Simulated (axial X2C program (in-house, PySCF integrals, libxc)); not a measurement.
# All-electron X2C curves of HgH

Aim: find the lowest determinant of HgH, scan the bond at several levels and fit the constants, once spin-free and once with spin–orbit coupling.

Computed with an in-house X2C program for linear molecules on PySCF integrals. Level: all-electron X2C, Hg dyall-cv3z, H dyall-v3z.

All values are calculated.

## Step 1: Set-up

task.json reads:

```json
{"zs": [80, 1], "q": 0, "bas": ["dyall-cv3z", "dyall-v3z"], "levels": ["PBE0", "HF", "PBE50"], "cc": true, "r0": 1.65, "thr": -2.0, "nmax": 90, "npts": 10, "nst": 2, "ntry": 6}
```

Keys: zs atomic numbers; q charge; bas basis sets; levels methods (HF also brings MP2); cc coupled cluster on or off; r0 starting distance in Å; thr threshold in hartree for freezing inner shells (an s shell follows its p shell); nmax most natural virtual spinors; npts points asked for on the curve; nst determinants followed; ntry starts of the search.

Launch:

```
$ python so2c.py task.json out
```

Spin-free means the one-electron spin-free X2C Hamiltonian; two-component (2c) means X2C with spin–orbit coupling and atomic mean-field two-electron Coulomb and Gaunt terms. Basis: Hg dyall-cv3z contracted to [13s14p9d6f4g], H dyall-v3z contracted to [6s2p1d]; Gaussian nuclei, density fitting. Masses: Hg 201.971 u, H 1.008 u.

Notation: σ, π±, δ± give the projection m of an orbital's angular momentum (0, ±1, ±2), α and β its spin, Λ and M_S the sums; ω is the projection of a spinor's total angular momentum and Ω the sum. Logs are in hartree.

The runs that follow: PBE0, spin-free; HF, spin-free; PBE50, spin-free; MP2 and beyond, spin-free; PBE0, 2c; HF, 2c; PBE50, 2c; Correlated methods, 2c.

**Question.** What will these runs give? Wanted: for each run, Hamiltonian; Re; ωe; De; μ.

**Answer**, as computed:

Lowest determinant that the search found at its distance, spin-free: M_S = 1/2, Λ = 0 (beyond closed shells: σα).

Lowest determinant that the search found at its distance, 2c: Ω = 1/2 (excess of +ω over −ω: ω = 1/2).

```tsv
Hamiltonian	level	Re (Å)	ωe (cm⁻¹)	De (eV)	μ (D)
spin-free	PBE0	1.755	1365	0.499	-0.29
spin-free	HF	1.764	1370	0.221	-0.49
spin-free	MP2	1.731	1365	0.106	n/a
spin-free	CCSD	1.753	1371	0.411	n/a
spin-free	CCSD(T)	1.758	1342	0.382	n/a
spin-free	PBE50	1.735	1462	0.558	-0.34
2c	PBE0	1.738	1417	0.549	-0.24
2c	HF	1.749	1422	0.272	-0.45
2c	MP2	1.713	1442	0.142	n/a
2c	CCSD	1.738	1417	0.447	n/a
2c	CCSD(T)	1.742	1387	0.415	n/a
2c	PBE50	1.719	1513	0.611	-0.30
```

Dipoles are positive if H is the positive end.

What this shows: At CCSD(T), going from spin-free to two-component changes Re by -15 mÅ, ωe by +3.4 %; at least one of these shifts is too large to ignore. De moves by +0.03 eV; both De rest on single-determinant atoms, which can miss part of an open shell's spin–orbit lowering.

De refers to Hg + H, each in the lowest determinant found, which need not be this curve's own limit. The state is a single determinant with fixed occupations, the lowest that a limited PBE0 search found. Dissociation energies refer to the lowest single-determinant-based atoms at the same level and basis. Density functionals use the spin component along the axis (collinear). CCSD and (T) use frozen natural virtuals with an MP2 correction for the truncation. T1 at Re is 0.022 (Lee–Taylor), above the customary mark of 0.02.
